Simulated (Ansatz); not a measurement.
Below is the output of a Python script on Ansatz 0.2.0 through its Python package that makes a projected density of states of Cu, space group I4/mmm. Write a script that gives it. Use: r2SCAN, PAW, cutoff 650 eV, 16×16×16 k-points, Fermi-Dirac smearing of 0.1 eV.

```
Cu
1.0
    -1.44279    1.44279    1.37608
     1.44279   -1.44279    1.37608
     1.44279    1.44279   -1.37608
Cu
1
Cartesian
  0.0000 0.0000 0.0000
```

Running `python cu.py` prints:
```text
events: {'scf_iter': 8, 'scf_done': 1, 'notice': 2, 'finished': 1}
states by shell in windows of E - E_F (eV): [(-8, -4), (-4, 0), (0, 6)]
Cu 3S       0.001    0.001    0.002
Cu 4S       0.582    0.312    0.503
Cu 3P       0.005    0.003    0.000
Cu 3D       2.028    7.761    0.170
centre of Cu 4S: -4.53 eV
centre of Cu 3D: -3.08 eV
```

The script that was run (others could print the same):

`cu.py`
```python
# -*- coding: utf-8 -*-
"""Projected density of states of Cu."""

from collections import Counter
import json
import warnings

import ansatz as az
import numpy as np

warnings.simplefilter("ignore", az.DeckWarning)

xtal = (
    az.Lattice.of([-1.44279332, 1.44279332, 1.37608145], [1.44279332, -1.44279332, 1.37608145], [1.44279332, 1.44279332, -1.37608145])
    .atom("Cu", [0.0, 0.0, 0.0])
)

model = (
    xtal.calculation()
    .functional(az.Functional.R2SCAN)
    .basis(650)
    .kpoints(16, 16, 16)
    .occupations("Fermi-Dirac", width=0.1)
    .scf(tolerance=1e-09)
    .scf(extra_bands=8)
    .density_of_states(projected=True, energy_step=0.05)
)
res = model.run(events_out="events.ndjson")
rep = res.report
with open("events.ndjson") as stream:
    kinds = Counter(json.loads(line)["event"] for line in stream)
print("events:", {kind: kinds[kind] for kind in ("scf_iter", "scf_done", "notice", "finished")})

dos = res.density_of_states()
energy = np.asarray(dos.energies_ev) - dos.fermi_ev
curves = {}
for site in res.projected_density_of_states().sites:
    for shell in site.shells:
        weight = sum(np.sum(curve.g_bin_mean_per_ev, axis=0) for curve in shell.curves)
        name = f"{site.species} {shell.label}"
        curves[name] = curves.get(name, 0) + weight

step = energy[1] - energy[0]
windows = [(-8, -4), (-4, 0), (0, 6)]
print("states by shell in windows of E - E_F (eV):", windows)
for name, g in curves.items():
    print(f"{name:8s}", " ".join(f"{step * g[(energy >= a) & (energy < b)].sum():8.3f}" for a, b in windows))
filled = (energy < 0) & (energy > -8)
for name, g in curves.items():
    if g[filled].sum() * step > 0.5:
        print(f"centre of {name}: {np.average(energy[filled], weights=g[filled]):.2f} eV")
```

This isn't the structure that Cu takes at ambient conditions. Curves are summed over the cell's atoms. Only shells that the potentials hold have channels, so projections don't add up to the total, least of all where a shell is missing (p of most metals); heights and places of peaks move with the mesh. The density of states is complete only as far up as bands were computed. A band centre counts only the states inside the window taken. Run time: 13 s on 1 thread of Arm Neoverse V2, with other jobs on the host, peak memory 0.47 GiB.
